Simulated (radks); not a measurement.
**Nuclear size and the levels of Hf**

One table from this session's results is given with a row withheld; the runs are named, their logs left out.

The numbers are computed with radks (a radial shooting solver on a logarithmic mesh, Libxc functionals) version 1 (Dirac Kohn-Sham, LDA (Slater exchange, Perdew-Wang correlation), spin-unpolarised, spherical densities, finite nucleus; open shells are shared between the two j in proportion to 2j + 1), except any that are marked as measured or tabulated.

### The system

* element: hafnium (Z = 72)
* charge: 0
* electrons: 72
* configuration: [Xe] 4f14 5d2 6s2
* nuclear rms radius: 5.347 fm

The outer shells:

Hf
```
[Xe] core
4f [↑↓][↑↓][↑↓][↑↓][↑↓][↑↓][↑↓]
5d [↑ ][↑ ][  ][  ][  ]
6s [↑↓]
```

The first run:

The run's settings:

```text
Z 72
configuration [Xe] 4f14 5d2 6s2 6p0 7s0
relativity Dirac
functional lda,pw
spin unpolarised
j_filling average
nucleus finite rms 5.347 fm
c 137.035999084
```

Among the steps run: rms radius 5.347 fm.

One of the session's tables, all rows but one given; the rest of the session is left out.

It belongs to the step «rms radius 5.347 fm». From the orbitals of this run (lengths in bohr):

| level | <r> | outermost maximum (interpolated) | 90 % within | nodes |
| --- | --- | --- | --- | --- |
| 4f5/2 | 0.6707 | 0.451 | 1.14 | 0 |
| 4f7/2 | ? | ? | ? | ? |
| 6s1/2 | 3.427 | 2.87 | 5.10 | 5 |
| 5d3/2 | 2.418 | 1.67 | 4.00 | 2 |
| 5d5/2 | 2.547 | 1.73 | 4.24 | 2 |
| 6p1/2 | 4.695 | 3.78 | 7.17 | 4 |
| 6p3/2 | 5.174 | 4.17 | 7.90 | 4 |
| 7s1/2 | 13.60 | 9.57 | 22.3 | 6 |

Q: Estimate the row for 4f7/2 from the others.

The run gave: <r>: 0.6836; outermost maximum (interpolated): 0.456; 90 % within: 1.16; nodes: 0. In the column «<r>» it lies between 4f5/2 (0.6707) and 5d3/2 (2.418).
